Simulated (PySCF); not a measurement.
# H10O10W2 (W2(OH)10): the cost of one run

Programs: PySCF 2.14.0, with routines of our own; each step states its level. All values are computed. Atoms count from 0.

### 1 The system as given

22 atoms, charge 0, high-spin multiplicity 3; geometry from: GFN2-xTB.

The system (coupled pair): W2(OH)10. The spin sites are atom 0 (1 unpaired) and atom 6 (1 unpaired).

### 2 Magnetic exchange: PBE0/def2-SVP H:def2-SV(P)

The job: settings as JSON, then the geometry in Å.

```
{"job": {"kind": "bs", "xc": "PBE0", "basis": {"default": "def2-SVP", "H": "def2-SV(P)"}, "grid": 1, "rks": false}, "charge": 0, "high_spin_multiplicity": 3, "spin_sites": [[[0], 1], [[6], 1]]}
W     -1.447160    -0.208080    -0.378440
O     -1.659390     1.586530     0.413880
O     -2.849350    -1.170060     0.587920
O     -2.469940     0.757480    -1.899020
O     -0.715390    -1.652600    -1.462150
O     -0.081730    -1.375030     1.199890
W      1.238700     0.122350     0.419860
O      2.435470    -0.610230     1.785110
O      1.939790    -1.185960    -0.709060
O      0.629300     1.272680     1.709230
O      2.658250     1.381590    -0.020560
O      0.473620     0.956970    -1.342100
H     -2.214110     2.188720    -0.108700
H     -3.775860    -1.201360     0.311190
H     -2.420090     0.266340    -2.728060
H     -0.131060    -2.323670    -1.081680
H     -0.414540    -1.410440     2.105870
H      3.031290    -1.355890     1.630270
H      2.010050    -1.328660    -1.661930
H      0.027220     1.825290     2.220350
H      3.395930     1.576020     0.573240
H      0.339000     1.887990    -1.565090
```

Method: PBE0/def2-SVP H:def2-SV(P) high-spin and broken-symmetry single points, gas phase.

Started as:

```console
$ OMP_NUM_THREADS=1 python exch_run.py task.json out
```

The driver reads the jobs from task.json and runs them one after another.

**Question.** How long does this first job take on 1 thread of Arm Neoverse V1, shared host?

About 2.1 min.
